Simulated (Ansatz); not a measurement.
# NbCl4F: basis-set convergence

The task here is to estimate one member of a computed series from the others.

Program: Ansatz 0.2.0, Gaussian basis. Level of theory: one geometry, several basis sets. These are calculated values, not measurements.

Plan: PBE0-D4/def2-SVP; ωB97M-V/def2-SVP; PBE0-D4/def2-QZVPP; ωB97M-V/def2-QZVPP; the functionals' def2-TZVPP values are taken from earlier runs.

## The geometry

All runs share one geometry, relaxed beforehand with PBE0-D4 in a triple-zeta def2 set. Nb takes the def2 core potential; no spin-orbit term is included.

SMILES `[F][Nb]([Cl])([Cl])([Cl])[Cl]`, 6 atoms, charge 0, spin multiplicity 1.

Atoms are counted from 1 here; the program's logs count them from 0.

Bond lengths: F1–Nb2 1.836 Å, Nb2–Cl3 2.312 Å, Nb2–Cl4 2.257 Å, Nb2–Cl5 2.312 Å, Nb2–Cl6 2.257 Å. Angles: F1–Nb2–Cl3 87.1°, F1–Nb2–Cl4 122.4°, F1–Nb2–Cl5 87.1°, F1–Nb2–Cl6 122.4°, Cl3–Nb2–Cl4 91.6°, Cl3–Nb2–Cl5 174.2°, Cl3–Nb2–Cl6 91.5°, Cl4–Nb2–Cl5 91.6°, Cl4–Nb2–Cl6 115.2°, Cl5–Nb2–Cl6 91.5°.

The first run:

File in.yaml:

```yaml
crystal:
  periodic: [false, false, false]
  atoms:
    - {symbol: F, position_ang: [-0.844438, 0.129004, -1.694471]}
    - {symbol: Nb, position_ang: [-0.019121, -0.006403, -0.059522]}
    - {symbol: Cl, position_ang: [-2.056078, -0.707837, 0.779461]}
    - {symbol: Cl, position_ang: [0.989007, -1.903778, 0.632567]}
    - {symbol: Cl, position_ang: [1.912681, 0.713005, -1.106270]}
    - {symbol: Cl, position_ang: [0.060148, 1.712009, 1.402134]}
basis:
  gaussian: {orbitals: def2-SVP}
hamiltonian: {xc: pbe0, dispersion: d4}
output: {orbitals: {seedname: orbitals}}
```

The run is started by

```sh
$ ansatz run in.yaml --threads 4 --pin off --events-out ev --progress --plain --max-ram 11315MiB
```

Among the steps run: PBE0-D4 in def2-SVP; ωB97M-V in def2-SVP; PBE0-D4 in def2-QZVPP; ωB97M-V in def2-QZVPP.

One table of the session follows, with a row left open; its other results are not shown here.

It belongs to the step «Functionals by basis». 

| functional | basis | HOMO (eV) | LUMO (eV) |
| --- | --- | --- | --- |
| PBE0-D4 | def2-SVP | -9.36 | -4.43 |
| PBE0-D4 | def2-TZVPP | -9.33 | -4.39 |
| PBE0-D4 | def2-QZVPP | ? | ? |
| ωB97M-V | def2-SVP | -11.50 | -2.41 |
| ωB97M-V | def2-TZVPP | -11.51 | -2.42 |
| ωB97M-V | def2-QZVPP | -11.51 | -2.41 |

Estimate the missing values for PBE0-D4, def2-QZVPP.

As computed: HOMO (eV): -9.32; LUMO (eV): -4.37. In the column «HOMO (eV)» it is the highest.
